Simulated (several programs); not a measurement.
Many methods on one cell: In₃SbAs₂ (ordering on zincblende)

In₃SbAs₂ as one 6-atom ordering (I-4m2) on the zincblende lattice, relaxed with r2SCAN in Ansatz, was computed with several methods. It is tetragonal, I-4m2 (No. 119); conventional cell a = 4.429 Å, c = 18.760 Å, 30.66 Å³ an atom. As is surrounded by 4 In at 2.67 Å; In is surrounded by 4 As at 2.67 Å; In is surrounded by 2 As at 2.67 Å and 2 Sb at 2.80 Å; Sb is surrounded by 4 In at 2.80 Å. No spin polarisation and no zero-point or thermal motion; the cell was built from a prototype and may be hypothetical.

```
As In Sb
1.0
    -2.21430    2.21430    9.38012
     2.21430   -2.21430    9.38012
     2.21430    2.21430   -9.38012
As In Sb
2 3 1
Cartesian
  0.0000 0.0000 3.2022
  0.0000 0.0000 15.5580
  0.0000 2.2143 4.6901
  2.2143 0.0000 7.6706
  2.2143 0.0000 1.7095
  0.0000 0.0000 9.3801
```

Gaps and times are for a single point on this cell; volume and bulk modulus come from each method's own relaxation or energy curve at fixed shape, which is too stiff where a cell has free coordinates or axes. Times are rough, from shared hosts (Arm Neoverse N1; Intel Xeon 6975P-C), and each method has its own mesh and cell size. A double dagger marks a value from a curve with shape and coordinates held. PM6 (MOPAC), PM7 (MOPAC) treat a cluster of cells at its zone centre, which samples few k points: where these miss a band edge, the gap comes out too large for that reason alone. Gaps from k meshes are read at a limited set of points (mesh, symmetry points, PBE's band edges), so each method's own least gap may be somewhat smaller. xTB and the PM methods were fitted mostly to molecules, and can miss a solid's gap by electronvolts. Minimal bases can be far off for gaps. Times of the plane-wave rungs are withheld (a dash), since they come from other jobs, hosts and meshes; the meshes of hybrids and Hartree-Fock don't converge their gaps to the digits shown. d marks a direct gap, i an indirect one (no mark: not told apart), a dash a value that wasn't computed or didn't pass its checks.

| method | kind | gap (eV) | own volume (Å³/atom) | bulk modulus (GPa) | atoms computed | processor time |
| --- | --- | --- | --- | --- | --- | --- |
| PM6 (MOPAC) | semi-empirical | 4.65 | – | – | cluster | 6.7 s |
| PM7 (MOPAC) | semi-empirical | 5.57 | 28.40‡ | 85‡ | cluster | 8.9 s |
| light PBE (260 eV, its own mesh) | light plane-wave | 0 | – | – | 6 | 14 s |
| PBE | semilocal | 0 | 31.83 | 44‡ | 6 | – |
| PBE/SZV (CP2K) | small basis | 0 | 32.97‡ | 45‡ | 6 | 110 s |
| r2SCAN | semilocal | 0 | 30.66 | 52‡ | 6 | – |
| PBE+SOC | semilocal | 0.07 i | – | – | 6 | – |
| PBE/DZVP (CP2K) | small basis | 0 | 32.19‡ | 44‡ | 6 | 4.1 min |
| HSE06 | hybrid | 0.13 d | – | – | 6 | – |

Against HSE06 (0.13 eV) the nearest gap at the points sampled is that of PBE+SOC (-0.06 eV) and the farthest that of PM7 (MOPAC) (+5.44 eV). HSE06 is only a yardstick of convenience, and nearness to it can be luck.

Volumes against r2SCAN's: PBE +3.8 %.

Runs without a result: GFN1-xTB (tblite) (single point), GFN2-xTB (tblite) (single point).

With PBE and r2SCAN the bands overlap or touch, or nearly. Semilocal functionals can close a real gap, so this doesn't show a metal; small gaps of other methods may in turn close between the points read or with spin-orbit coupling, and the solid may be a semimetal.

Only the rows marked +SOC include spin-orbit coupling.
